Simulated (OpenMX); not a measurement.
# WS in OpenMX: the effect of dispersion

The system is WS.

```xyz
2
Lattice="3.0079 0.0000 0.0000 0.0000 3.0079 0.0000 0.0000 0.0000 3.0079" Properties=species:S:1:pos:R:3 pbc="T T T"
W     1.5039    1.5039    1.5039
S     0.0000    0.0000    0.0000
```

The cell was built by a generator and needn't be a form met in nature.

Alike in all runs:

| Item | Value |
| --- | --- |
| Program | OpenMX 3.8.5 |
| Task | single point |
| Functional | PBE |
| Potentials or basis | OpenMX 2013 PBE set, W7.0-s3p2d2f1, S7.0-s2p2d1f1, grid cutoff 400 Ry |
| k mesh | 7 × 7 × 7 |
| Occupations | fermi-dirac, width 0.05 eV |
| Spin | no spin polarisation |

```csv
dispersion,pressure (GPa)
none,2.4
D3,-2.8
D3(BJ),?
D4,-4.4
```

Q: What does the run with dispersion D3(BJ) give?

A: Pressure -5.2 GPa.

Caveats: the basis of atomic orbitals isn't converged, which shifts pressures, moduli and gaps; pairwise dispersion overbinds metals, which lowers pressure and volume (some runs).
